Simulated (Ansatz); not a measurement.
# CH5FGeSSi: one species, many methods

The task here is to estimate one member of a computed series from the others.

Computed with Ansatz 0.2.0, Gaussian basis. Level: functionals in def2-TZVPP, the program's frozen cores in correlated methods.

Plan: PBE-D4, r2SCAN-D4, PBE0-D4, B3LYP-D4, ωB97X-V, ωB97M-V, B2PLYP; CCSD(T)/def2-TZVPP; MP2/def2-QZVPP; extrapolation to the limit.

## The relaxed structure

An earlier PBE0-D4 in a triple-zeta def2 set relaxation fixed the geometry.

SMILES `F[Si@H]1S[C@@H]1[GeH3]`, 10 atoms, charge 0, spin multiplicity 1.

Atoms are counted from 1 here; the program's logs count them from 0.

Bond lengths: F1–Si2 1.588 Å, Si2–S3 2.062 Å, Si2–C4 1.821 Å, Si2–H6 1.471 Å, S3–C4 1.905 Å, C4–Ge5 1.950 Å, C4–H7 1.089 Å, Ge5–H8 1.536 Å, Ge5–H9 1.537 Å, Ge5–H10 1.539 Å. Angles: F1–Si2–S3 120.2°, F1–Si2–C4 119.5°, F1–Si2–H6 107.7°, S3–Si2–C4 58.4°, S3–Si2–H6 121.3°, C4–Si2–H6 123.0°, Si2–S3–C4 54.5°, Si2–C4–S3 67.2°, Si2–C4–Ge5 123.7°, Si2–C4–H7 116.3°, S3–C4–Ge5 114.3°, S3–C4–H7 110.7°, Ge5–C4–H7 114.6°, C4–Ge5–H8 108.4°, C4–Ge5–H9 109.8°, C4–Ge5–H10 109.3°, H8–Ge5–H9 109.6°, H8–Ge5–H10 109.9° and more.

Geometry (Å):

```xyz
10

F    -2.2907   -1.4072   -1.5306
Si   -1.5570   -0.6732   -0.3282
S    -0.4122   -1.7544    1.0029
C     0.2604   -0.5605   -0.3198
Ge    1.2459    0.9610    0.3974
H    -2.4298    0.4195    0.1273
H     0.7816   -1.1087   -1.1027
H     0.3038    1.7619    1.3095
H     2.4505    0.4635    1.2115
H     1.7306    1.8470   -0.7645
```

The first run:

in.yaml reads:

```yaml
crystal:
  periodic: [false, false, false]
  atoms:
    - {symbol: F, position_ang: [-2.290690, -1.407204, -1.530594]}
    - {symbol: Si, position_ang: [-1.556965, -0.673205, -0.328205]}
    - {symbol: S, position_ang: [-0.412245, -1.754374, 1.002930]}
    - {symbol: C, position_ang: [0.260368, -0.560515, -0.319800]}
    - {symbol: Ge, position_ang: [1.245907, 0.961027, 0.397401]}
    - {symbol: H, position_ang: [-2.429809, 0.419492, 0.127278]}
    - {symbol: H, position_ang: [0.781591, -1.108749, -1.102684]}
    - {symbol: H, position_ang: [0.303844, 1.761877, 1.309492]}
    - {symbol: H, position_ang: [2.450522, 0.463468, 1.211482]}
    - {symbol: H, position_ang: [1.730573, 1.846983, -0.764500]}
basis:
  gaussian: {orbitals: def2-TZVPP}
hamiltonian: {xc: pbe, dispersion: d4}
output: {forces: true, orbitals: {seedname: orbitals}}
```

Run with:

```console
$ ansatz run in.yaml --threads 4 --pin off --events-out ev --progress --plain --max-ram 10444MiB
```

Among the steps run: PBE-D4 (GGA); r2SCAN-D4 (meta-GGA); PBE0-D4 (hybrid); B3LYP-D4 (hybrid); ωB97X-V (range-separated); ωB97M-V (range-separated); B2PLYP (double hybrid); CCSD(T) in def2-TZVPP; MP2 in def2-QZVPP.

One table of the session follows, with a row left open; its other results are not shown here.

| method | atomisation energy (kcal/mol) |
| --- | --- |
| PBE-D4 | 804.5 |
| r2SCAN-D4 | 801.2 |
| PBE0-D4 | 793.1 |
| B3LYP-D4 | 788.9 |
| ωB97X-V | 803.0 |
| ωB97M-V | 797.3 |
| B2PLYP | 783.2 |
| HF/def2-TZVPP | 572.6 |
| MP2/def2-TZVPP | 791.8 |
| CCSD/def2-TZVPP | ? |
| CCSD(T)/def2-TZVPP | 778.1 |
| MP2/CBS | 814.1 |
| CCSD(T)/CBS | 800.4 |

Estimate the missing values for CCSD/def2-TZVPP.

The run gave: atomisation energy (kcal/mol): 764.3. In the column «atomisation energy (kcal/mol)» it lies between HF/def2-TZVPP (572.6) and CCSD(T)/def2-TZVPP (778.1).

To keep in mind: Free atoms (1 F, 1 Si, 1 S, 1 C, 1 Ge, 5 H) were run apart at each level; the atomisation energy is their sum less the molecule, without zero-point or spin-orbit terms.
